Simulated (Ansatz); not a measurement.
Run this with Ansatz 0.2.0, Python API and show what comes out.

Script `run_methods.py`:
```python
# -*- coding: utf-8 -*-
from dataclasses import dataclass
from pathlib import Path

import ansatz
import numpy as np


@dataclass(frozen=True)
class RunConfig:
    basis: str = "def2-SVP"


settings = RunConfig()

geometry_ang = [
    ("C", (-0.1046, 1.1265, -0.5786)),
    ("Ge", (0.4944, -0.6101, -0.1522)),
    ("F", (1.8239, -0.4741, 0.9395)),
    ("S", (-1.0558, -1.7584, 0.81)),
    ("H", (-1.0103, 1.0814, -1.3047)),
    ("H", (-0.4777, 1.701, 0.3364)),
    ("H", (0.686, 1.7563, -1.0675)),
    ("H", (-0.2638, -2.8797, 0.9613)),
]
geometry = ansatz.Crystal.molecule()
for symbol, xyz in geometry_ang:
    geometry = geometry.atom(symbol, xyz)

setup = geometry.calculation()
setup = setup.basis(gaussian=settings.basis).spin("collinear", total=1)

print("functional    E (Ha)        dipole (D)   HOMO (eV)  LUMO (eV)")
for name in ["hse06", "lda", "cam_b3lyp", "blyp", "r2scan", "hf"]:
    report = setup.functional(name).forces().orbitals().run(threads=1, backend="cpu", runs_dir="runs").report
    lines = Path(report["orbitals_path"]).read_text().splitlines()
    field_of = lambda key: [line.split("=")[1].strip() for line in lines if line.startswith(key)]
    orbitals = [(27.211386 * float(e), s, float(n)) for e, s, n in zip(field_of("Ene="), field_of("Spin="), field_of("Occup="))]
    homo = max(e for e, _, n in orbitals if n > 0.5)
    lumo = min(e for e, _, n in orbitals if n < 0.5)
    dipole = 4.803205 * np.linalg.norm(report["charge_distribution"]["dipole_moment_e_ang"])
    print(f"{name:10s} {report['free_energy_ev'] / 27.211386246:14.6f} {dipole:9.3f} {homo:11.3f} {lumo:10.3f}")
```

```console
$ python run_methods.py
functional    E (Ha)        dipole (D)   HOMO (eV)  LUMO (eV)
hse06        -2614.526547     1.686      -5.560     -3.051
lda          -2609.526766     1.543      -4.710     -3.844
cam_b3lyp    -2615.159876     1.700      -7.135     -1.738
blyp         -2615.094156     1.498      -4.480     -3.510
r2scan       -2614.987566     1.618      -5.150     -3.233
hf           -2612.067744     2.046      -8.932      1.085
```

Notes:
- Total energies depend on the basis set; only differences at equal settings carry meaning.
- The geometry is a force-field or estimated start, not a minimum of this method, and the basis set is short of its limit. A lower total doesn't mark the better method: functionals have no common bound, and MP2 and coupled cluster aren't variational.
- The species is open-shell (spin multiplicity 2).
- Levels such as HOMO and LUMO are orbital energies: with these approximate functionals they aren't the ionisation energy and electron affinity, and their gap isn't the fundamental gap.
- hse06 follows the composition of plane-wave codes, whose totals differ by tens of mHa, up to about 0.1 Ha, from the form usual in Gaussian-basis programs (wpbeh).
- Hardware and time: 37 s on 1 thread of Arm Neoverse V2 (shared host), peak memory 0.42 GiB.

(A comment or docstring line of the script was reworded after the run, the code is as it ran; lines on the test bed's own set-up are left out of the output.)
